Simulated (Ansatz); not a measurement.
# GaH− (doublet): the correlation ladder, aug-cc-pVTZ

The task here is to estimate one member of a computed series from the others.

The runs use Ansatz 0.2.0, Gaussian basis; aug-cc-pVTZ, core rule «outside noble gas», up to 14 orbitals frozen.

To be run: UHF; CCSD(T) on ROHF; CCSD(T) on UHF; BCCD(T) on ROHF; CCSDT(Q) on ROHF; CCSDT(Q) on UHF; CASSCF and MRCISD+Q, 5 electrons in 5 orbitals; CASSCF and NEVPT2, 5 electrons in 5 orbitals.

13 further runs of the same task are left out: 5 for a known fault of the program, 3 that didn't finish, 5 set aside as unsound or not needed.

## The system

The geometry is a PBE0/def2-TZVPD stationary point (not a proven minimum) of the parent state, kept for this charge and spin. No spin-orbit coupling is included. The filled d shell of Ga may be among the frozen orbitals whatever the setting's name suggests; the logs give the count.

2 atoms, charge -1, spin multiplicity 2.

Atoms are counted from 1 here; the program's logs count them from 0.

Bond lengths: Ga1–H2 1.603 Å.

The first run:

The input, in.yaml:

```yaml
crystal:
  periodic: [false, false, false]
  atoms:
    - {symbol: Ga, position_ang: [0.000000, 0.000000, 0.000000]}
    - {symbol: H, position_ang: [0.000000, 0.000000, 1.602600]}
basis:
  gaussian: {orbitals: aug-cc-pVTZ}
total_charge: -1
magnetization: {spin_polarized: true, initial_magnetization: 1}
hamiltonian: {xc: hf}
output: {orbitals: {seedname: orbitals}}
```

The run is started by

```
> ansatz run in.yaml --threads 1 --pin off --events-out ev --progress --plain --max-ram 4096MiB --backend cpu
```

Steps of the session up to this table: UHF; CCSD(T) on ROHF; CCSD(T) on UHF; BCCD(T) on ROHF; CCSDT(Q) on ROHF; CCSDT(Q) on UHF; CASSCF and MRCISD+Q, 5 electrons in 5 orbitals; CASSCF and NEVPT2, 5 electrons in 5 orbitals.

One table of the session follows, with a row left open; its other results are not shown here.

```
          method  from UCCSDT(Q) (meV)
            ROHF                     ?
             UHF               +2524.7
            RMP2                +603.3
            UMP2                +612.4
           RCCSD                +103.6
           UCCSD                 +99.3
        RCCSD(T)                 +24.0
        UCCSD(T)                 +22.7
         BCCD(T)                 +23.7
          RCCSDT                  +4.0
          UCCSDT                  +2.6
       RCCSDT(Q)                  +1.4
       UCCSDT(Q)                     0
  CASSCF valence               +1817.9
  NEVPT2 valence                +599.6
  MRCISD valence                +112.7
MRCISD+Q valence                  +4.2
```

**Question.** Estimate the row for ROHF.

As computed: from UCCSDT(Q) (meV): +2584.6. In the column «from UCCSDT(Q) (meV)» it is the highest.

Caveats from the session: Restricted and unrestricted rows rest on different reference determinants; where their highest levels disagree by more than a few hundredths of an eV, they describe different states and don't form one ladder.
